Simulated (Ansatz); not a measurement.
**SiCl3O (SMILES [O][Si](Cl)(Cl)Cl): UPBE0/def2-SVP**

What is the energy change on altering one bond length of SiCl3O at UPBE0/def2-SVP? 

The results are computed with Ansatz 0.2.0.

61 further runs of the same task are left out: 10 that didn't finish, 51 set aside as unsound or not needed. Runs told in other sessions of the task aren't counted.

### Step 1. The structure to begin with

SiCl3O: 5 atoms, total charge 0, spin state doublet. SMILES: `[O][Si](Cl)(Cl)Cl`. The shape is that of a PBE0-D4/def2-TZVP optimisation.

Bond lengths: O1–Si2 1.645 Å, Si2–Cl3 2.018 Å, Si2–Cl4 2.020 Å, Si2–Cl5 2.018 Å. Angles: O1–Si2–Cl3 111.8°, O1–Si2–Cl4 100.7°, O1–Si2–Cl5 111.8°, Cl3–Si2–Cl4 111.9°, Cl3–Si2–Cl5 108.6°, Cl4–Si2–Cl5 111.9°.

### Step 2. A single-point energy at UPBE0/def2-SVP

Contents of molecule.yaml:

```yaml
basis:
  gaussian: {orbitals: def2-SVP}
crystal:
  periodic: [false, false, false]
  atoms:
    - {symbol: O, position_ang: [0.815000, -1.070800, 1.039300]}
    - {symbol: Si, position_ang: [0.038600, -0.018800, 0.041000]}
    - {symbol: Cl, position_ang: [-1.536500, 0.855600, 0.950500]}
    - {symbol: Cl, position_ang: [-0.542800, -1.265500, -1.438700]}
    - {symbol: Cl, position_ang: [1.275600, 1.425900, -0.633600]}
output: {orbitals: {seedname: orbitals}}
magnetization: {spin_polarized: true, initial_magnetization: 1}
hamiltonian: {xc: pbe0}
accuracy: high
```

On the command line:

```bash
$ ansatz run molecule.yaml --threads 1 --pin off --max-ram 3480MiB --events-out events.jsonl --progress --plain --runs-dir runs
```

Standard output:

```text
Warning: RAYON_NUM_THREADS=1 ignored (pool sized by the plan → 1); use --threads N
Functional definition: PBE0
  name "PBE0"
  parameter a = 0.25
  parameter kappa = 0.804
  parameter beta = 0.06672455060314922
  exchange = (1 - a)*pbe_x(kappa = kappa, mu = beta*pi^2/3) + a*exact_x
  correlation = pbe_c(beta = beta)
1630 factors; integrals over basis functions are off by at most 3.6e-9 eV
mean field evaluation 1: about -47449.4773 eV, gradient 4.6e1 eV
mean field evaluation 2: about -47288.5338 eV, gradient 1.4e2 eV
mean field evaluation 4: about -47461.1703 eV, gradient 9.5e0 eV
mean field evaluation 8: about -47461.6125 eV, gradient 3.9e-1 eV
mean field evaluation 16: about -47461.7881 eV, gradient 2.9e-3 eV
mean field evaluation 32: about -47461.7881 eV, gradient 7.8e-6 eV
mean field -47461.78810882 eV, -1744.1885422437 hartree, gradient 3.2e-8 eV, S^2 0.753322; 2 other end points of the search recorded, 0 dependent functions left out
reference -47461.78811049 eV, -1744.1885423049 hartree; 37, 36 occupied and 49, 50 virtual orbitals, 1630 factors
Total energy: -47461.78811049 eV, -1744.1885423049 hartree
```

It took 33 s on 1 thread of Arm Neoverse V2, shared host; peak memory 0.5 GiB.

### Step 3. The distorted shape at the same level

Contents of job.yaml:

```yaml
crystal:
  periodic: [false, false, false]
  atoms:
    - {symbol: O, position_ang: [-0.174576, -2.226532, 1.578967]}
    - {symbol: Si, position_ang: [-0.950976, -1.174532, 0.580667]}
    - {symbol: Cl, position_ang: [-2.526076, -0.300132, 1.490167]}
    - {symbol: Cl, position_ang: [-1.532376, -2.421232, -0.899033]}
    - {symbol: Cl, position_ang: [1.275600, 1.425900, -0.633600]}
basis:
  gaussian:
    orbitals: def2-SVP
hamiltonian:
  xc: {name: PBE0}
magnetization:
  spin_polarized: true
  initial_magnetization: 1
accuracy: high
output: {orbitals: {seedname: orbitals}}
```

On the command line:

```bash
$ ansatz run job.yaml --threads 1 --pin off --max-ram 3480MiB --events-out events.jsonl --progress --plain --runs-dir runs
```

Standard output, cut to the lines that bear on the results:

```text
Warning: RAYON_NUM_THREADS=1 ignored (pool sized by the plan → 1); use --threads N
[... 7 set-up lines as earlier in the session ...]
1553 factors; integrals over basis functions are off by at most 4.5e-9 eV
mean field evaluation 1: about -47448.6729 eV, gradient 4.5e1 eV
mean field evaluation 2: about -47296.0431 eV, gradient 1.4e2 eV
mean field evaluation 4: about -47447.5248 eV, gradient 3.8e1 eV
mean field evaluation 8: about -47457.8143 eV, gradient 5.7e-1 eV
mean field evaluation 16: about -47457.9586 eV, gradient 4.8e-2 eV
mean field evaluation 32: about -47458.0597 eV, gradient 2.5e-1 eV
mean field evaluation 64: about -47457.9235 eV, gradient 1.6e0 eV
mean field -47458.06051434 eV, -1744.0515556734 hartree, gradient 2.0e-8 eV, S^2 1.028964; 8 other end points of the search recorded, 0 dependent functions left out
reference -47458.06051621 eV, -1744.0515557421 hartree; 37, 36 occupied and 49, 50 virtual orbitals, 1553 factors
Total energy: -47458.06051621 eV, -1744.0515557421 hartree
```

It took 60 s on 1 thread of Arm Neoverse V2, shared host; peak memory 0.48 GiB.

### Step 4. Results

Level: UPBE0/def2-SVP.

```
                                                           quantity           value
                                          first shape: total energy  -1744.18854 Eh
                    first shape: HOMO energy (highest over α and β)        -9.42 eV
                     first shape: LUMO energy (lowest over α and β)        -5.47 eV
                                                  first shape: ⟨S²⟩           0.753
                                      distorted shape: total energy  -1744.05156 Eh
                distorted shape: HOMO energy (highest over α and β)        -8.22 eV
                 distorted shape: LUMO energy (lowest over α and β)        -6.36 eV
                                              distorted shape: ⟨S²⟩           1.029
energy change with the Si2–Cl5 bond stretched from 2.018 to 3.632 Å        3.728 eV
```

With the Si2–Cl5 bond stretched from 2.018 to 3.632 Å the energy rises by 3.73 eV (86 kcal/mol). The first shape isn't relaxed at this level, so the change isn't measured from a minimum. ⟨S²⟩ (distorted shape) is 1.03 where a pure doublet has 0.75: the reference is spin-contaminated.
